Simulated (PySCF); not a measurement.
# RuCl6−: ligand-field states

What do calculations give for the ligand-field states of RuCl6−?

Computed with PySCF 2.14.0 and routines of our own; the level stands in each step. Atoms count from 0.

## 1. The system as given

7 atoms, charge -1, states of the metal's open shell are computed; geometry from: model geometry, bond lengths from ionic radii.

## 2. Ligand-field states: state-averaged CASSCF

Job settings and geometry (Å):

```
{"job": {"kind": "lf", "basis": {"metal": "x2c-TZVPall", "ligand": "x2c-SVPall"}, "nevpt": true}, "charge": -1, "metal": "Ru", "open_shell": "d3"}
Ru     0.000000     0.000000     0.000000
Cl     1.608668    -0.928765     1.313472
Cl     0.000000     1.857529     1.313472
Cl    -1.608668    -0.928765     1.313472
Cl     1.608668     0.928765    -1.313472
Cl    -1.608668     0.928765    -1.313472
Cl    -0.000000    -1.857529    -1.313472
```

Level: state-averaged CASSCF of the metal d shell, SC-NEVPT2 on the averaged canonical orbitals, state-interaction spin-orbit coupling.

Launch:

```
OMP_NUM_THREADS=1 python lf_run.py task.json out
```

The driver reads the jobs from task.json and runs them one after another.

The program printed:

```text
basis functions 171, electrons 147, active (3e, 5o)
stage 1: DIIS on the effective Fock matrix, level shift 0.30
cycle   1  E = -7289.2588947649  dE = -7.289e+03  max|g| = 1.664e+00
cycle   2  E = -7290.6615606576  dE = -1.403e+00  max|g| = 7.218e-01
cycle   3  E = -7289.8889857494  dE =  7.726e-01  max|g| = 1.035e+00
cycle   4  E = -7291.4496126749  dE = -1.561e+00  max|g| = 4.331e-01
cycle   5  E = -7290.8512885226  dE =  5.983e-01  max|g| = 4.555e-01
cycle   6  E = -7291.2006347606  dE = -3.493e-01  max|g| = 3.057e-01
cycle   7  E = -7290.8356775811  dE =  3.650e-01  max|g| = 4.825e-01
cycle   8  E = -7291.1113426869  dE = -2.757e-01  max|g| = 3.504e-01
cycle   9  E = -7290.9147637274  dE =  1.966e-01  max|g| = 4.239e-01
cycle  10  E = -7290.9489870830  dE = -3.422e-02  max|g| = 4.357e-01
cycle  11  E = -7290.8613665653  dE =  8.762e-02  max|g| = 5.196e-01
cycle  12  E = -7290.8914989033  dE = -3.013e-02  max|g| = 5.510e-01
cycle  13  E = -7290.8446261616  dE =  4.687e-02  max|g| = 6.648e-01
cycle  14  E = -7290.6831328346  dE =  1.615e-01  max|g| = 7.829e-01
cycle  15  E = -7290.8401561876  dE = -1.570e-01  max|g| = 7.548e-01
stage 2: quasi-Newton rotations from the point of smallest gradient
cycle  17  E = -7291.6073365048  dE = -4.067e-01  max|g| = 4.719e-01
cycle  18  E = -7292.1161325676  dE = -5.088e-01  max|g| = 4.915e-01
cycle  20  E = -7292.3192409930  dE = -2.031e-01  max|g| = 3.769e-01
cycle  21  E = -7292.4405316272  dE = -1.213e-01  max|g| = 1.022e-01
cycle  22  E = -7292.4529562144  dE = -1.242e-02  max|g| = 3.097e-02
cycle  23  E = -7292.4540876080  dE = -1.131e-03  max|g| = 1.045e-02
cycle  24  E = -7292.4542139733  dE = -1.264e-04  max|g| = 3.388e-03
cycle  25  E = -7292.4542228848  dE = -8.912e-06  max|g| = 1.305e-03
cycle  26  E = -7292.4542272463  dE = -4.361e-06  max|g| = 4.012e-04
cycle  27  E = -7292.4542275568  dE = -3.105e-07  max|g| = 1.618e-04
cycle  28  E = -7292.4542275843  dE = -2.752e-08  max|g| = 4.009e-05
cycle  29  E = -7292.4542275858  dE = -1.474e-09  max|g| = 1.051e-05
cycle  30  E = -7292.4542275858  dE = -7.913e-11  max|g| = 3.809e-06
converged average energy = -7292.4542275858

 mult deg   label        CASSCF/cm-1   NEVPT2/cm-1
   4   1   4A2g                0.0           0.0
   2   2   2Eg             11051.3       10302.0
   2   3   2T1g            12124.5       10611.6
   2   3   2T2g            18737.9       16338.5
   4   3   4T2g            30747.8       34293.8
   4   3   4T1g            37041.0       37991.2
   2   3   2T2g            39311.0       41048.7
   2   1   2A1g            39252.7       41883.1
   2   3   2T1g            40909.7       42744.8
   2   2   2Eg             42634.0       43985.6
   2   3   2T1g            44130.6       44069.4
   2   3   2T2g            47905.6       46703.8
   2   1   2A2g            50889.3       47947.5
   2   2   2Eg             58922.6       54101.4
   4   3   4T1g            63850.6       66538.5
   2   3   2T2g            71931.5       71718.0
   2   3   2T1g            70882.8       72008.0
   2   3   2T1g            75510.5       73695.1
   2   3   2T2g            86891.8       78953.0
   2   2   2Eg            106190.9       99474.9

spin-orbit levels / cm-1
      0.00  x4  4A2g 0.99
  10261.08  x4  2Eg 0.95
  10505.96  x4  2T1g 0.95 2Eg 0.03
  10732.05  x2  2T1g 1.00
  16574.53  x4  2T2g 0.96
  16575.18  x2  2T2g 1.00
  33935.14  x2  4T2g 0.99
  34135.25  x4  4T2g 0.98
  34465.32  x4  4T2g 0.96 4T1g 0.03
  34590.68  x2  4T2g 0.99
  37725.30  x2  4T1g 0.96
  37992.21  x2  4T1g 0.96
  37992.22  x2  4T1g 0.96
  38227.73  x2  4T1g 0.98
  38314.57  x2  4T1g 0.96 4T2g 0.03
  38314.58  x2  4T1g 0.96 4T2g 0.03
  40928.18  x2  2T2g 0.97
  41079.64  x4  2T2g 0.93 2T1g 0.03
  41889.18  x2  2A1g 0.71 2T1g 0.22 2T1g 0.05
  42512.86  x2  2T1g 0.73 2A1g 0.24
  43057.98  x4  2T1g 0.96
  44198.67  x4  2Eg 0.88 2T1g 0.07 2T2g 0.04
```

Run time: 29 s. Hardware: 1 thread of Arm Neoverse V2, shared host; peak memory 0.49 GiB.

Warnings kept with the result: an active orbital is not mainly the metal shell.

An active orbital is only 56 % metal, under the run's own bar for a metal shell, so levels, ζ, ground spin and magnetism of this run may not be those of the metal's shell and are not read here.

## 3. Ligand-field states: state-averaged CASSCF (polar angle and twist at [50, 60]°)

Job settings and geometry (Å):

```
{"job": {"kind": "lf", "basis": {"metal": "x2c-TZVPall", "ligand": "x2c-SVPall"}, "nevpt": true, "reuse": true}, "charge": -1, "metal": "Ru", "open_shell": "d3"}
Ru     0.000000     0.000000     0.000000
Cl     1.509267    -0.871376     1.462342
Cl     0.000000     1.742751     1.462342
Cl    -1.509267    -0.871376     1.462342
Cl     1.509267     0.871376    -1.462342
Cl    -1.509267     0.871376    -1.462342
Cl    -0.000000    -1.742751    -1.462342
```

Level: state-averaged CASSCF of the metal d shell, SC-NEVPT2 on the averaged canonical orbitals, state-interaction spin-orbit coupling.

The program printed:

```text
basis functions 171, electrons 147, active (3e, 5o)
start from the orbitals of the previous structure
stage 1: DIIS on the effective Fock matrix, level shift 0.30
cycle   1  E = -7290.6750689820  dE = -7.291e+03  max|g| = 1.011e+01
cycle   2  E = -7291.2162323596  dE = -5.412e-01  max|g| = 4.464e-01
cycle   3  E = -7291.6849716388  dE = -4.687e-01  max|g| = 7.471e-01
cycle   4  E = -7292.3773947750  dE = -6.924e-01  max|g| = 2.590e-01
cycle   5  E = -7292.3940629455  dE = -1.667e-02  max|g| = 2.386e-01
cycle   6  E = -7292.4183713577  dE = -2.431e-02  max|g| = 1.467e-01
cycle   7  E = -7292.4300099662  dE = -1.164e-02  max|g| = 4.649e-02
cycle   8  E = -7292.4311311882  dE = -1.121e-03  max|g| = 1.948e-02
cycle   9  E = -7292.4306047159  dE =  5.265e-04  max|g| = 3.706e-02
cycle  10  E = -7292.4305649897  dE =  3.973e-05  max|g| = 3.929e-02
cycle  11  E = -7292.4307043209  dE = -1.393e-04  max|g| = 3.705e-02
cycle  12  E = -7292.4308764116  dE = -1.721e-04  max|g| = 3.335e-02
cycle  13  E = -7292.4310506428  dE = -1.742e-04  max|g| = 2.898e-02
cycle  14  E = -7292.4314067921  dE = -3.561e-04  max|g| = 1.899e-02
cycle  15  E = -7292.4316009489  dE = -1.942e-04  max|g| = 1.172e-02
stage 2: quasi-Newton rotations from the point of smallest gradient
cycle  18  E = -7292.4317075450  dE = -1.066e-04  max|g| = 2.016e-03
cycle  19  E = -7292.4317208699  dE = -1.332e-05  max|g| = 7.938e-04
cycle  20  E = -7292.4317250346  dE = -4.165e-06  max|g| = 4.759e-04
cycle  21  E = -7292.4317254118  dE = -3.772e-07  max|g| = 1.615e-04
cycle  22  E = -7292.4317255055  dE = -9.375e-08  max|g| = 8.535e-05
cycle  23  E = -7292.4317255152  dE = -9.657e-09  max|g| = 2.539e-05
cycle  24  E = -7292.4317255188  dE = -3.589e-09  max|g| = 1.310e-05
cycle  25  E = -7292.4317255195  dE = -7.640e-10  max|g| = 7.775e-06
converged average energy = -7292.4317255195

 mult deg   label        CASSCF/cm-1   NEVPT2/cm-1
   4   1   4A2g                0.0           0.0
   2   2   2Eg             11151.4       10430.7
   2   2   2Eg             12053.2       10591.0
   2   1   2A2g            12533.9       11055.6
   2   1   2A1g            18357.5       16210.7
   2   2   2Eg             19170.4       16762.7
   4   1   4A1g            31100.6       35070.5
   4   2   4Eg             31023.8       35203.0
   4   1   4A2g            37049.9       38584.6
   4   2   4Eg             37400.6       38940.4
   2   1   2A1g            39712.3       41847.7
   2   2   2Eg             39522.6       41871.2
   2   1   2A1g            39609.9       42759.2
   2   2   2Eg             41160.3       43663.9
   2   1   2A2g            41216.8       43721.2
   2   1   2A2g            44303.7       44696.8
   2   2   2Eg             43070.7       44825.3
   2   2   2Eg             44406.1       44964.5
   2   2   2Eg             48120.2       47458.9
   2   1   2A1g            48248.6       47765.4
   2   1   2A2g            51135.0       48830.0
   2   2   2Eg             59308.5       55073.6
   4   2   4Eg             64300.0       67948.0
   4   1   4A2g            65568.6       67984.6
   2   1   2A1g            72620.9       73000.7
   2   2   2Eg             72792.1       73060.9
   2   2   2Eg             71499.6       73332.3
   2   1   2A2g            72164.7       73335.6
   2   2   2Eg             76375.0       74916.8
   2   1   2A2g            76293.4       75001.4
   2   2   2Eg             87288.5       80051.6
   2   1   2A1g            88126.8       80169.1
   2   2   2Eg            107889.5      100703.3

spin-orbit levels / cm-1
      0.00  x2  4A2g 0.99
     19.90  x2  4A2g 1.00
  10398.74  x2  2Eg 0.90 2Eg 0.07
  10403.28  x2  2Eg 0.94
  10519.01  x2  2Eg 0.91 2Eg 0.08
  10615.19  x2  2Eg 0.88 2A2g 0.07 2Eg 0.04
  11043.15  x2  2A2g 0.91 2Eg 0.08
  16484.85  x2  2A1g 0.97
  16987.94  x2  2Eg 0.96
  16996.69  x2  2Eg 0.98
  34802.52  x2  4Eg 0.56 4A1g 0.43
  34946.31  x2  4A1g 0.82 4Eg 0.15
  35037.35  x2  4Eg 0.93 4A1g 0.04
  35320.28  x2  4Eg 0.82 4A1g 0.14
  35340.32  x2  4Eg 0.51 4A1g 0.45
  35502.61  x2  4Eg 0.93 4A1g 0.06
  38517.53  x2  4A2g 0.64 4Eg 0.33
  38745.32  x2  4A2g 0.83 4Eg 0.12
  38853.09  x2  4Eg 0.85 4A2g 0.13
  39027.50  x2  4Eg 0.76 4A2g 0.20
  39167.86  x2  4Eg 0.84 4A2g 0.12
  39286.72  x2  4Eg 0.96
  41755.50  x2  2Eg 0.63 2A1g 0.34
  41876.51  x2  2A1g 0.61 2Eg 0.32
  41937.29  x2  2Eg 0.93 2Eg 0.03
  42770.02  x2  2A1g 0.75 2Eg 0.13 2A2g 0.05
  43445.12  x2  2Eg 0.56 2A1g 0.20 2A2g 0.20
  43996.78  x2  2A2g 0.72 2Eg 0.25
  44003.77  x2  2Eg 0.95 2Eg 0.03
  44958.36  x2  2A2g 0.91 2Eg 0.03
```

Wall time 22 s (1 thread of Arm Neoverse V2, shared host); peak memory 0.5 GiB.

Warnings kept with the result: an active orbital is not mainly the metal shell.

An active orbital is only 56 % metal, under the run's own bar for a metal shell, so levels, ζ, ground spin and magnetism of this run may not be those of the metal's shell and are not read here.

## 4. Ligand-field states: state-averaged CASSCF (polar angle and twist at [59, 60]°)

Job settings and geometry (Å):

```
{"job": {"kind": "lf", "basis": {"metal": "x2c-TZVPall", "ligand": "x2c-SVPall"}, "nevpt": true, "reuse": true}, "charge": -1, "metal": "Ru", "open_shell": "d3"}
Ru     0.000000     0.000000     0.000000
Cl     1.688798    -0.975028     1.171712
Cl     0.000000     1.950056     1.171712
Cl    -1.688798    -0.975028     1.171712
Cl     1.688798     0.975028    -1.171712
Cl    -1.688798     0.975028    -1.171712
Cl    -0.000000    -1.950056    -1.171712
```

With the program's defaults for keys left out, this is: state-averaged CASSCF of the metal d shell, SC-NEVPT2 on the averaged canonical orbitals, state-interaction spin-orbit coupling.

The program printed:

```text
basis functions 171, electrons 147, active (3e, 5o)
start from the orbitals of the previous structure
stage 1: DIIS on the effective Fock matrix, level shift 0.30
cycle   1  E = -7287.6074931773  dE = -7.288e+03  max|g| = 1.490e+01
cycle   2  E = -7290.9339998469  dE = -3.327e+00  max|g| = 6.553e-01
cycle   3  E = -7291.5147393846  dE = -5.807e-01  max|g| = 7.410e-01
cycle   4  E = -7292.4077796029  dE = -8.930e-01  max|g| = 9.016e-02
cycle   5  E = -7292.4296186866  dE = -2.184e-02  max|g| = 5.734e-02
cycle   6  E = -7292.4348355178  dE = -5.217e-03  max|g| = 3.435e-02
cycle   7  E = -7292.4366797504  dE = -1.844e-03  max|g| = 1.420e-02
cycle   8  E = -7292.4370919443  dE = -4.122e-04  max|g| = 1.398e-02
cycle   9  E = -7292.4373097097  dE = -2.178e-04  max|g| = 1.080e-02
cycle  10  E = -7292.4374072396  dE = -9.753e-05  max|g| = 4.809e-03
cycle  11  E = -7292.4374250824  dE = -1.784e-05  max|g| = 3.801e-03
cycle  12  E = -7292.4374250499  dE =  3.251e-08  max|g| = 5.283e-03
cycle  13  E = -7292.4374355097  dE = -1.046e-05  max|g| = 4.509e-03
cycle  14  E = -7292.4374449215  dE = -9.412e-06  max|g| = 2.454e-03
cycle  15  E = -7292.4374482244  dE = -3.303e-06  max|g| = 2.191e-03
cycle  16  E = -7292.4374510023  dE = -2.778e-06  max|g| = 2.094e-03
cycle  17  E = -7292.4374512017  dE = -1.994e-07  max|g| = 2.097e-03
cycle  18  E = -7292.4374525605  dE = -1.359e-06  max|g| = 2.015e-03
cycle  19  E = -7292.4374492035  dE =  3.357e-06  max|g| = 2.225e-03
cycle  20  E = -7292.4374444867  dE =  4.717e-06  max|g| = 2.488e-03
cycle  21  E = -7292.4374347640  dE =  9.723e-06  max|g| = 3.014e-03
cycle  22  E = -7292.4374072159  dE =  2.755e-05  max|g| = 4.106e-03
cycle  23  E = -7292.4373273879  dE =  7.983e-05  max|g| = 6.338e-03
cycle  24  E = -7292.4371024013  dE =  2.250e-04  max|g| = 1.033e-02
cycle  25  E = -7292.4364342460  dE =  6.682e-04  max|g| = 1.770e-02
cycle  26  E = -7292.4344477590  dE =  1.986e-03  max|g| = 3.149e-02
stage 2: quasi-Newton rotations from the point of smallest gradient
cycle  28  E = -7292.4374625693  dE = -1.001e-05  max|g| = 1.245e-03
cycle  29  E = -7292.4374651569  dE = -2.588e-06  max|g| = 2.164e-03
cycle  30  E = -7292.4374715971  dE = -6.440e-06  max|g| = 5.535e-04
cycle  31  E = -7292.4374718553  dE = -2.582e-07  max|g| = 1.255e-04
cycle  32  E = -7292.4374719228  dE = -6.740e-08  max|g| = 7.182e-05
cycle  33  E = -7292.4374719345  dE = -1.174e-08  max|g| = 3.619e-05
cycle  34  E = -7292.4374719371  dE = -2.606e-09  max|g| = 9.502e-06
converged average energy = -7292.4374719371

 mult deg   label        CASSCF/cm-1   NEVPT2/cm-1
   4   1   4A2g                0.0           0.0
   2   2   2Eg             11114.4       10364.1
   2   1   2A2g            11929.0       10417.0
   2   2   2Eg             12310.8       10839.5
   2   2   2Eg             18584.6       16322.5
   2   1   2A1g            19372.3       16903.7
   4   2   4Eg             30939.8       34845.2
   4   1   4A1g            31019.0       35027.1
   4   2   4Eg             37078.5       38462.2
   4   1   4A2g            37434.0       38802.2
   2   2   2Eg             39499.9       41549.0
   2   1   2A1g            39477.9       42067.3
   2   1   2A1g            39553.1       42187.6
   2   1   2A2g            41116.2       43287.4
   2   2   2Eg             41105.5       43470.4
   2   2   2Eg             44273.4       44568.5
   2   2   2Eg             42933.0       44575.2
   2   1   2A2g            44328.8       44766.6
   2   1   2A1g            48107.2       47144.7
   2   2   2Eg             48056.4       47365.3
   2   1   2A2g            51031.2       48554.1
   2   2   2Eg             59148.2       54776.6
   4   1   4A2g            63778.5       67538.0
   4   2   4Eg             64836.8       67560.1
   2   1   2A1g            72608.2       72653.9
   2   2   2Eg             72475.9       72657.0
   2   2   2Eg             71650.8       72942.7
   2   1   2A2g            71189.2       72958.9
   2   1   2A2g            76113.2       74555.8
   2   2   2Eg             76104.5       74596.8
   2   1   2A1g            86967.4       79668.4
   2   2   2Eg             87524.0       79777.6
   2   2   2Eg            107449.9      100349.2

spin-orbit levels / cm-1
      0.00  x2  4A2g 0.99
     19.23  x2  4A2g 1.00
  10306.33  x2  2Eg 0.78 2A2g 0.18
  10355.49  x2  2Eg 0.97
  10409.71  x2  2A2g 0.77 2Eg 0.20
  10721.10  x2  2Eg 0.96
  10910.60  x2  2Eg 0.95 2A2g 0.04
  16570.52  x2  2Eg 0.95
  16591.02  x2  2Eg 0.99
  17120.20  x2  2A1g 0.98
  34547.97  x2  4Eg 0.76 4A1g 0.23
  34710.58  x2  4Eg 0.94
  34755.87  x2  4Eg 0.65 4A1g 0.32
  35002.16  x2  4Eg 0.88 4A1g 0.08 4Eg 0.03
  35159.97  x2  4A1g 0.65 4Eg 0.31
  35257.12  x2  4A1g 0.64 4Eg 0.34
  38284.39  x2  4Eg 0.79 4A2g 0.17
  38536.13  x2  4Eg 0.92 4A2g 0.04
  38571.06  x2  4Eg 0.74 4A2g 0.23
  38716.38  x2  4Eg 0.93
  38991.12  x2  4A2g 0.74 4Eg 0.23
  39018.10  x2  4A2g 0.74 4Eg 0.23
  41492.41  x2  2Eg 0.94
  41567.61  x2  2Eg 0.93 2Eg 0.03
  42070.08  x2  2A1g 0.80 2A1g 0.09 2Eg 0.03
  42256.86  x2  2A1g 0.79 2A1g 0.08 2Eg 0.04
  43101.65  x2  2A2g 0.46 2Eg 0.40 2A1g 0.05
  43722.87  x2  2Eg 0.50 2A2g 0.45
  43757.11  x2  2Eg 0.96
  44736.17  x2  2Eg 0.89 2A2g 0.04
```

It took 27 s on 1 thread of Arm Neoverse V2, shared host; peak memory 0.5 GiB.

Warnings kept with the result: an active orbital is not mainly the metal shell.

An active orbital is only 56 % metal, under the run's own bar for a metal shell, so levels, ζ, ground spin and magnetism of this run may not be those of the metal's shell and are not read here.

(Part 1 of 3 ends here.)
